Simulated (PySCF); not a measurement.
# C2H6BrOPSi: the cost of one run

Computed with PySCF 2.14.0, with density-fitted response routines of our own, on a single molecule, in the gas phase or a continuum. Atoms are numbered from 0 throughout.

## 1. Starting geometry

12 atoms, charge 0, multiplicity 1; geometry from: GFN2-xTB. The atoms were then displaced at random by about 0.01 Å, so the start is not that level's minimum.

Bonds of the start (Å): C0–C1 1.31, C1–O2 1.34, O2–Si3 1.64, Si3–P4 2.19, Si3–Br5 2.22, C0–H6 1.05, C0–H7 1.09, C1–H8 1.09, Si3–H9 1.48, P4–H10 1.40, P4–H11 1.38.

## 2. Optimising the geometry at PBE0-D3(BJ)/def2-SVP

What the job is given:

```
{"job": {"xc": "PBE0", "basis": "def2-SVP", "d3": "d3bj", "grid": 1, "shake": 0.01, "kind": "geom"}, "charge": 0, "multiplicity": 1}
C     -2.233300     0.114970    -0.166770
C     -1.265950     0.977570     0.028490
O     -0.000540     0.643770     0.317240
Si     0.839240    -0.757990     0.481190
P      2.950130    -0.297730     0.863610
Br     0.647560    -1.893150    -1.418970
H     -2.113500    -0.927940    -0.122260
H     -3.220620     0.510200    -0.407950
H     -1.376850     2.062410    -0.002360
H      0.191630    -1.634270     1.489590
H      2.704800     0.205030     2.150170
H      2.917100     0.968860     0.308430
```

The run is started by

```
$ OMP_NUM_THREADS=1 python probes_run.py task.json out
```

One launch serves the whole session: the jobs run in the order shown.

Q: Estimate the wall time and peak memory of this first job on 1 thread of Arm Neoverse V1, shared host.

About 2.4 min, with a peak of 0.58 GiB.
